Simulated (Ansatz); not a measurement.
**CH8B2Si: rotation by 180° about the C2–B3 bond**

How high is the barrier for the rotation by 180° about the C2–B3 bond? Relax the two ends, then run a nudged elastic band between them. SMILES of the start: BC(B)[SiH3].

Program: Ansatz 0.2.0. Level of theory: RKS PBE/def2-SVP. These are calculated values, not measurements.

## (1) The structure to begin with

Bond lengths: B1–C2 1.535 Å, C2–B3 1.568 Å, C2–Si4 1.918 Å, B1–H5 1.230 Å, B1–H6 1.231 Å, C2–H7 1.083 Å, B3–H8 1.197 Å, B3–H9 1.230 Å, Si4–H10 1.407 Å, Si4–H11 1.490 Å, Si4–H12 1.463 Å. Angles (14 of 18 angles, heavy atoms first): B1–C2–B3 110.1°, B1–C2–Si4 108.8°, B3–C2–Si4 108.4°, B1–C2–H7 111.0°, B3–C2–H7 108.0°, Si4–C2–H7 110.4°, C2–B1–H5 120.0°, C2–B1–H6 120.7°, C2–B3–H8 121.2°, C2–B3–H9 124.0°, C2–Si4–H10 109.8°, C2–Si4–H11 104.9°, C2–Si4–H12 107.4°, H5–B1–H6 110.0°.

Coordinates:

```xyz
12

B    -0.8865    1.2814   -0.2014
C    -0.4393   -0.1327    0.1930
B     0.2633   -0.1055    1.5941
Si    0.8212   -0.7684   -1.1055
H    -1.2739    1.5069   -1.3471
H    -1.4963    1.9938    0.5968
H    -1.2862   -0.8041    0.2566
H     0.7267   -1.0994    2.0742
H     0.4648    0.9197    2.2437
H     1.9196    0.1084   -1.1714
H     0.0578   -0.8304   -2.3841
H     1.2058   -2.1248   -0.7148
```

## (2) End point A

input.yaml reads:

```yaml
crystal:
  periodic: [false, false, false]
  atoms:
    - { symbol: B, position_ang: [-0.8865, 1.2814, -0.2014] }
    - { symbol: C, position_ang: [-0.4393, -0.1327, 0.193] }
    - { symbol: B, position_ang: [0.2633, -0.1055, 1.5941] }
    - { symbol: Si, position_ang: [0.8212, -0.7684, -1.1055] }
    - { symbol: H, position_ang: [-1.2739, 1.5069, -1.3471] }
    - { symbol: H, position_ang: [-1.4963, 1.9938, 0.5968] }
    - { symbol: H, position_ang: [-1.2862, -0.8041, 0.2566] }
    - { symbol: H, position_ang: [0.7267, -1.0994, 2.0742] }
    - { symbol: H, position_ang: [0.4648, 0.9197, 2.2437] }
    - { symbol: H, position_ang: [1.9196, 0.1084, -1.1714] }
    - { symbol: H, position_ang: [0.0578, -0.8304, -2.3841] }
    - { symbol: H, position_ang: [1.2058, -2.1248, -0.7148] }
basis:
  gaussian: { orbitals: def2-SVP }
hamiltonian:
  xc: pbe
relax:
  f_tol: 0.015
  max_steps: 40
output:
  orbitals: {}
```

Started as:

```sh
> ansatz run input.yaml --threads 2 --pin off --max-ram 3072MiB --backend cpu --events-out ev --progress --plain --runs-dir out
```

The program printed, shortened:

```text
Warning: RAYON_NUM_THREADS=2 ignored (pool sized by the plan → 2); use --threads N
[...]
Functional definition: PBE
[...]
1126 factors; their error is unknown
[...]
mean field -10382.58835866 eV, -381.5530846094 hartree, gradient 2.7e-5 eV, S^2 0.000000; 0 other end points of the search recorded, 0 dependent functions left out
[...]
reference -10382.58839923 eV, -381.5530861007 hartree; 19, 19 occupied and 81, 81 virtual orbitals, 1126 factors
relax step   1: F+E_penalty+E_count = -10382.58835866 eV  Δ(F+E_penalty+E_count) = +0.000e0 eV  max|allowed force component| = 3.069e0 eV/Å  Δτ_max = 0.0000 Å  (26 SCF iters, accepted)
[...]
relax step   5: F+E_penalty+E_count = -10383.31780174 eV  Δ(F+E_penalty+E_count) = -4.105e-2 eV  max|allowed force component| = 5.178e-1 eV/Å  Δτ_max = 0.1947 Å  (27 SCF iters, accepted)
[...]
relax step   9: F+E_penalty+E_count = -10383.52687209 eV  Δ(F+E_penalty+E_count) = +5.298e-3 eV  max|allowed force component| = 8.229e-1 eV/Å  Δτ_max = 0.1951 Å  (27 SCF iters, rejected (line search))
[...]
relax step  13: F+E_penalty+E_count = -10383.64297816 eV  Δ(F+E_penalty+E_count) = -1.360e-2 eV  max|allowed force component| = 1.705e-1 eV/Å  Δτ_max = 0.2000 Å  (27 SCF iters, accepted)
[...]
relax step  15: F+E_penalty+E_count = -10383.65063896 eV  Δ(F+E_penalty+E_count) = -7.661e-3 eV  max|allowed force component| = 1.641e-1 eV/Å  Δτ_max = 0.0710 Å  (28 SCF iters, accepted)
[...]
relax step  16: F+E_penalty+E_count = -10383.64670853 eV  Δ(F+E_penalty+E_count) = +3.930e-3 eV  max|allowed force component| = 2.891e-1 eV/Å  Δτ_max = 0.1000 Å  (28 SCF iters, rejected (line search))
[...]
1126 factors; their error is unknown
[...]
mean field -10383.65297410 eV, -381.5922085053 hartree, gradient 4.8e-6 eV, S^2 0.000000; 0 other end points of the search recorded, 0 dependent functions left out
[...]
reference -10383.65301384 eV, -381.5922099657 hartree; 19, 19 occupied and 81, 81 virtual orbitals, 1126 factors
```

## (3) More of the same log: end point A relaxed

The log, continued, shortened:

```text
relax step  17: F+E_penalty+E_count = -10383.65297410 eV  Δ(F+E_penalty+E_count) = -2.335e-3 eV  max|allowed force component| = 1.110e-1 eV/Å  Δτ_max = 0.0443 Å  (28 SCF iters, accepted)
[...]
relax step  20: F+E_penalty+E_count = -10383.65560040 eV  Δ(F+E_penalty+E_count) = -5.666e-4 eV  max|allowed force component| = 2.410e-2 eV/Å  Δτ_max = 0.0746 Å  (29 SCF iters, accepted)
[...]
relax step  23: F+E_penalty+E_count = -10383.65811056 eV  Δ(F+E_penalty+E_count) = -1.289e-3 eV  max|allowed force component| = 2.056e-1 eV/Å  Δτ_max = 0.1973 Å  (27 SCF iters, accepted)
[...]
relax step  26: F+E_penalty+E_count = -10383.66624105 eV  Δ(F+E_penalty+E_count) = -4.210e-3 eV  max|allowed force component| = 1.472e-2 eV/Å  Δτ_max = 0.0857 Å  (29 SCF iters, accepted)
[...]
Atom 2 at     0.145103    -0.382956     1.369957 Å, force     0.000678    -0.002855     0.005964 eV/Å
Atom 3 at     0.883156    -0.563060    -0.922857 Å, force    -0.001408    -0.006948     0.000779 eV/Å
Atom 4 at    -2.247756     1.594575    -0.446445 Å, force    -0.000102    -0.001167     0.003553 eV/Å
Atom 5 at    -0.283241     2.187952    -0.004142 Å, force     0.001699     0.002115     0.000757 eV/Å
Atom 6 at    -1.474857    -0.949713    -0.115317 Å, force     0.004975    -0.004710     0.001022 eV/Å
Atom 7 at     0.000278    -1.373876     2.061923 Å, force    -0.001559     0.006575    -0.004442 eV/Å
Atom 8 at     0.989436     0.442485     1.676880 Å, force    -0.000747    -0.006743     0.000998 eV/Å
Atom 9 at     1.620922     0.671229    -1.336960 Å, force    -0.001656     0.000350    -0.000623 eV/Å
Atom 10 at     0.459571    -1.382463    -2.107313 Å, force    -0.002176     0.002345    -0.002188 eV/Å
Atom 11 at     1.804633    -1.427317    -0.088876 Å, force     0.000009     0.003384     0.002947 eV/Å
Dipole moment:     0.042147    -0.168813    -0.181892 e Å
```

Run time: 55 s. Hardware: 2 threads of Arm Neoverse V1, shared host; peak memory 0.13 GiB.

The steps of the relaxation, one in 2:

| step | energy from step 1 (eV) | largest force component (eV/Å) |
| --- | --- | --- |
| 1 | 0.0000 | 3.0694 |
| 3 | -0.6380 | 0.4585 |
| 5 | -0.7294 | 0.5178 |
| 7 | -0.8881 | 0.2499 |
| 9x | -0.9385 | 0.8229 |
| 11 | -1.0087 | 0.1787 |
| 13 | -1.0546 | 0.1705 |
| 15 | -1.0623 | 0.1641 |
| 17 | -1.0646 | 0.1110 |
| 19 | -1.0667 | 0.0099 |
| 21 | -1.0676 | 0.0813 |
| 23 | -1.0698 | 0.2056 |
| 25 | -1.0737 | 0.1294 |
| 27 | -1.0796 | 0.0799 |
| 29 | -1.0807 | 0.0173 |
| 30 | -1.0809 | 0.0084 |

Step 1 is the start. 4 steps were tried and not accepted (marked x).

After: Bond lengths: B1–C2 1.540 Å, C2–B3 1.555 Å, C2–Si4 1.934 Å, B1–H5 1.219 Å, B1–H6 1.218 Å, C2–H7 1.107 Å, B3–H8 1.217 Å, B3–H9 1.220 Å, Si4–H10 1.496 Å, Si4–H11 1.501 Å, Si4–H12 1.514 Å. Angles (14 of 18 angles, heavy atoms first): B1–C2–B3 113.4°, B1–C2–Si4 108.7°, B3–C2–Si4 86.9°, B1–C2–H7 118.0°, B3–C2–H7 116.0°, Si4–C2–H7 109.0°, C2–B1–H5 120.4°, C2–B1–H6 120.6°, C2–B3–H8 120.8°, C2–B3–H9 119.9°, C2–Si4–H10 112.7°, C2–Si4–H11 106.9°, C2–Si4–H12 109.2°, H5–B1–H6 119.0°.

## (4) Relaxing end B

The second end starts from a geometry with the move made by hand.

input.yaml, as its differences from that of step 2:

```diff
@@ -10,4 +10,4 @@
     - { symbol: H, position_ang: [-1.2862, -0.8041, 0.2566] }
-    - { symbol: H, position_ang: [0.7267, -1.0994, 2.0742] }
-    - { symbol: H, position_ang: [0.4648, 0.9197, 2.2437] }
+    - { symbol: H, position_ang: [0.35525, 0.9099, 2.22146] }
+    - { symbol: H, position_ang: [0.67913, -1.1068, 2.17556] }
     - { symbol: H, position_ang: [1.9196, 0.1084, -1.1714] }
@@ -22,3 +22 @@
   max_steps: 40
-output:
-  orbitals: {}
```

Started as:

```sh
> ansatz run input.yaml --threads 2 --pin off --max-ram 3072MiB --backend cpu --events-out ev --progress --plain --runs-dir out
```

The program printed, shortened:

```text
Warning: RAYON_NUM_THREADS=2 ignored (pool sized by the plan → 2); use --threads N
[...]
Functional definition: PBE
[...]
1126 factors; their error is unknown
[...]
mean field -10382.57702708 eV, -381.5526681819 hartree, gradient 3.0e-5 eV, S^2 0.000000; 0 other end points of the search recorded, 0 dependent functions left out
[...]
reference -10382.57706764 eV, -381.5526696724 hartree; 19, 19 occupied and 81, 81 virtual orbitals, 1126 factors
relax step   1: F+E_penalty+E_count = -10382.57702708 eV  Δ(F+E_penalty+E_count) = +0.000e0 eV  max|allowed force component| = 3.056e0 eV/Å  Δτ_max = 0.0000 Å  (26 SCF iters, accepted)
[...]
relax step   7: F+E_penalty+E_count = -10383.48081952 eV  Δ(F+E_penalty+E_count) = -7.395e-2 eV  max|allowed force component| = 3.171e-1 eV/Å  Δτ_max = 0.2000 Å  (27 SCF iters, accepted)
[...]
relax step  13: F+E_penalty+E_count = -10383.65213914 eV  Δ(F+E_penalty+E_count) = -7.497e-3 eV  max|allowed force component| = 5.534e-2 eV/Å  Δτ_max = 0.1000 Å  (28 SCF iters, accepted)
[...]
relax step  19: F+E_penalty+E_count = -10383.65490974 eV  Δ(F+E_penalty+E_count) = -9.423e-5 eV  max|allowed force component| = 2.727e-2 eV/Å  Δτ_max = 0.0241 Å  (29 SCF iters, accepted)
[...]
relax step  25: F+E_penalty+E_count = -10383.65447885 eV  Δ(F+E_penalty+E_count) = +1.714e-3 eV  max|allowed force component| = 2.278e-1 eV/Å  Δτ_max = 0.1465 Å  (27 SCF iters, rejected (line search))
relax step  26: F+E_penalty+E_count = -10383.65741366 eV  Δ(F+E_penalty+E_count) = -1.221e-3 eV  max|allowed force component| = 8.544e-2 eV/Å  Δτ_max = 0.0719 Å  (29 SCF iters, accepted)
```

## (5) The log goes on: end point B relaxed

Output, continued, shortened:

```text
relax step  27: F+E_penalty+E_count = -10383.65889402 eV  Δ(F+E_penalty+E_count) = -1.480e-3 eV  max|allowed force component| = 1.071e-1 eV/Å  Δτ_max = 0.0721 Å  (29 SCF iters, accepted)
[...]
relax step  29: F+E_penalty+E_count = -10383.66152728 eV  Δ(F+E_penalty+E_count) = -1.145e-3 eV  max|allowed force component| = 1.624e-1 eV/Å  Δτ_max = 0.0584 Å  (29 SCF iters, accepted)
[...]
relax step  31: F+E_penalty+E_count = -10383.66684606 eV  Δ(F+E_penalty+E_count) = -2.978e-3 eV  max|allowed force component| = 8.734e-2 eV/Å  Δτ_max = 0.0825 Å  (28 SCF iters, accepted)
[...]
relax step  33: F+E_penalty+E_count = -10383.66891745 eV  Δ(F+E_penalty+E_count) = -6.295e-4 eV  max|allowed force component| = 5.891e-2 eV/Å  Δτ_max = 0.0512 Å  (29 SCF iters, accepted)
[...]
Atom 2 at     0.115558    -0.381158     1.378928 Å, force    -0.000841    -0.002424    -0.003278 eV/Å
Atom 3 at     0.883260    -0.566264    -0.906973 Å, force    -0.000854     0.003332     0.000475 eV/Å
Atom 4 at    -2.260195     1.588336    -0.459765 Å, force    -0.000347     0.002061     0.000837 eV/Å
Atom 5 at    -0.299714     2.188163    -0.006424 Å, force     0.000796     0.001528    -0.000364 eV/Å
Atom 6 at    -1.482914    -0.952685    -0.124516 Å, force     0.008310     0.003358    -0.002308 eV/Å
Atom 7 at     0.956037     0.443211     1.697557 Å, force     0.002579     0.000826     0.001299 eV/Å
Atom 8 at    -0.040656    -1.371100     2.069415 Å, force     0.000228     0.001907    -0.000650 eV/Å
Atom 9 at     1.624033     0.668393    -1.315656 Å, force    -0.002541    -0.003405     0.001287 eV/Å
Atom 10 at     0.472496    -1.387240    -2.094945 Å, force     0.000960     0.000062    -0.000044 eV/Å
Atom 11 at     1.796485    -1.426847    -0.060447 Å, force    -0.000132     0.000333    -0.000020 eV/Å
Dipole moment:     0.044399    -0.169214    -0.180592 e Å
```

Wall time 64 s (2 threads of Arm Neoverse V1, shared host); peak memory 0.13 GiB.

Step by step, one in 2:

| step | energy from step 1 (eV) | largest force component (eV/Å) |
| --- | --- | --- |
| 1 | 0.0000 | 3.0563 |
| 3 | -0.6322 | 0.6278 |
| 5 | -0.7723 | 0.2712 |
| 7 | -0.9038 | 0.3171 |
| 9 | -1.0085 | 0.3670 |
| 11x | -1.0258 | 0.5933 |
| 13 | -1.0751 | 0.0553 |
| 15 | -1.0766 | 0.0627 |
| 17 | -1.0777 | 0.0233 |
| 19 | -1.0779 | 0.0273 |
| 21x | -1.0761 | 0.1973 |
| 23 | -1.0782 | 0.0124 |
| 25x | -1.0775 | 0.2278 |
| 27 | -1.0819 | 0.1071 |
| 29 | -1.0845 | 0.1624 |
| 31 | -1.0898 | 0.0873 |
| 33 | -1.0919 | 0.0589 |
| 35 | -1.0922 | 0.0088 |

Step 1 is the start. 4 steps were tried and not accepted (marked x).

After: Bond lengths: B1–C2 1.540 Å, C2–B3 1.555 Å, C2–Si4 1.934 Å, B1–H5 1.219 Å, B1–H6 1.218 Å, C2–H7 1.107 Å, B3–H8 1.220 Å, B3–H9 1.217 Å, Si4–H10 1.497 Å, Si4–H11 1.501 Å, Si4–H12 1.514 Å. Angles (14 of 18 angles, heavy atoms first): B1–C2–B3 113.3°, B1–C2–Si4 108.9°, B3–C2–Si4 87.1°, B1–C2–H7 118.0°, B3–C2–H7 115.8°, Si4–C2–H7 109.0°, C2–B1–H5 120.3°, C2–B1–H6 120.6°, C2–B3–H8 120.0°, C2–B3–H9 120.7°, C2–Si4–H10 112.6°, C2–Si4–H11 106.9°, C2–Si4–H12 109.3°, H5–B1–H6 119.0°.

(Part 1 of 2 ends here.)
